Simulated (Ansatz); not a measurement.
Working through a single point in a Gaussian basis of C2H7B2F, SMILES CB(C)BF

Computed with Ansatz's Python interface.

Notebook, run cell by cell (the value of a cell's last expression is shown):

```python
import ansatz as az
from ase import Atoms
import numpy as np
```

```python
BASIS = "def2-TZVP"
FUNCTIONAL = "B3LYP"

atoms = Atoms(["C", "B", "C", "B", "F", "H", "H", "H", "H", "H", "H", "H"], positions=[
    [1.5158, -0.3491, -0.1802],
    [-0.0413, -0.08, 0.0146],
    [-0.6324, 1.3968, -0.0603],
    [-1.0613, -1.3601, 0.2999],
    [-2.477, -1.1357, 0.4792],
    [1.6694, -1.0224, -1.0489],
    [1.9256, -0.8295, 0.7323],
    [2.057, 0.6024, -0.3611],
    [-1.3795, 1.4556, -0.8787],
    [0.1757, 2.1314, -0.256],
    [-1.1233, 1.6485, 0.9026],
    [-0.6287, -2.4578, 0.3565],
])
c2h7b2f = az.Crystal.molecule_from_ase(atoms)
```

```python
model = (
    c2h7b2f.calculation()
    .basis(gaussian=BASIS)
    .functional(FUNCTIONAL)
    .forces()
)
print(model.to_yaml())
done = model.run(threads=1, pin="off")
summary = done.report
```

    crystal:
      periodic: [false, false, false]
      atoms:
        - { symbol: C, position_ang: [1.5158, -0.3491, -0.1802] }
        - { symbol: B, position_ang: [-0.0413, -0.08, 0.0146] }
        - { symbol: C, position_ang: [-0.6324, 1.3968, -0.0603] }
        - { symbol: B, position_ang: [-1.0613, -1.3601, 0.2999] }
        - { symbol: F, position_ang: [-2.477, -1.1357, 0.4792] }
        - { symbol: H, position_ang: [1.6694, -1.0224, -1.0489] }
        - { symbol: H, position_ang: [1.9256, -0.8295, 0.7323] }
        - { symbol: H, position_ang: [2.057, 0.6024, -0.3611] }
        - { symbol: H, position_ang: [-1.3795, 1.4556, -0.8787] }
        - { symbol: H, position_ang: [0.1757, 2.1314, -0.256] }
        - { symbol: H, position_ang: [-1.1233, 1.6485, 0.9026] }
        - { symbol: H, position_ang: [-0.6287, -2.4578, 0.3565] }
    basis:
      gaussian:
        orbitals: def2-TZVP
    hamiltonian:
      xc: b3lyp
    output:
      forces: true

```python
summary["mean_field"]["state"]["spin_squared"]
```

    1.7763568394002505e-14

```python
print(f"E = {summary['free_energy_ev']:.6f} eV = {summary['free_energy_ev'] / 27.211386246:.7f} Ha")
print("converged:", summary["converged"], " doubts:", summary["published_state_doubts"] or "none")
```

    E = -6261.100659 eV = -230.0912053 Ha
    converged: True  doubts: none

```python
field = summary["mean_field"]
print("<S^2> =", round(abs(field["state"]["spin_squared"]), 4), " relativity:", field["relativity"])
print("passes:", field["passes"])
if "symmetry" in field:
    print("occupied orbitals by irrep:", field["symmetry"]["occupied"])

symbols = [site.symbol for site in c2h7b2f.cartesian_sites]
print("forces (eV/A)")
for symbol, f in zip(symbols, summary["forces_ev_ang"]):
    print(f"  {symbol:2s} {f[0]:9.4f} {f[1]:9.4f} {f[2]:9.4f}")

charges = summary["charge_distribution"]
print("dipole moment", round(4.803205 * float(np.linalg.norm(charges["dipole_moment_e_ang"])), 3), "D")
print("Mulliken:", [(s, round(q, 3)) for s, q in zip(symbols, charges["mulliken_charges_e"])])
```

    <S^2> = 0.0  relativity: none
    passes: {'evaluations': 16, 'products': 12}
    occupied orbitals by irrep: [{'A': 19}, {'A': 19}]
    forces (eV/A)
      C    -0.4265    0.6391   -0.0099
      B     0.6502    1.5426   -0.2604
      C     0.8148   -0.1951   -0.0945
      B    -3.1839    0.0539    0.4519
      F     3.1541   -0.7732   -0.3699
      H     0.1014    0.0972    0.4916
      H    -0.0417   -0.0122   -0.5075
      H    -0.0622   -0.6092    0.0750
      H     0.1184    0.0773    0.5161
      H    -0.5684   -0.1565    0.0983
      H    -0.0320   -0.0369   -0.5341
      H    -0.5242   -0.6270    0.1433
    dipole moment 1.596 D
    Mulliken: [('C', -0.351), ('B', 0.045), ('C', -0.358), ('B', 0.277), ('F', -0.289), ('H', 0.119), ('H', 0.119), ('H', 0.106), ('H', 0.12), ('H', 0.098), ('H', 0.12), ('H', -0.009)]

Reading the output:
- Total energies depend on the basis set; only differences at equal settings carry meaning.
- The geometry is a force-field or estimated start, not a minimum of this method, and the basis set is short of its limit.
- b3lyp holds the VWN-RPA fit, as in Gaussian; the form of ORCA and Turbomole is b3lyp5.
- Wall time of the script: 6.7 s on 1 thread of Intel(R) Xeon(R) Platinum 8375C CPU @ 2.90GHz (Ice Lake), with other jobs on the host, peak memory 0.49 GiB.

(Lines on the test bed's own set-up are left out of the output.)
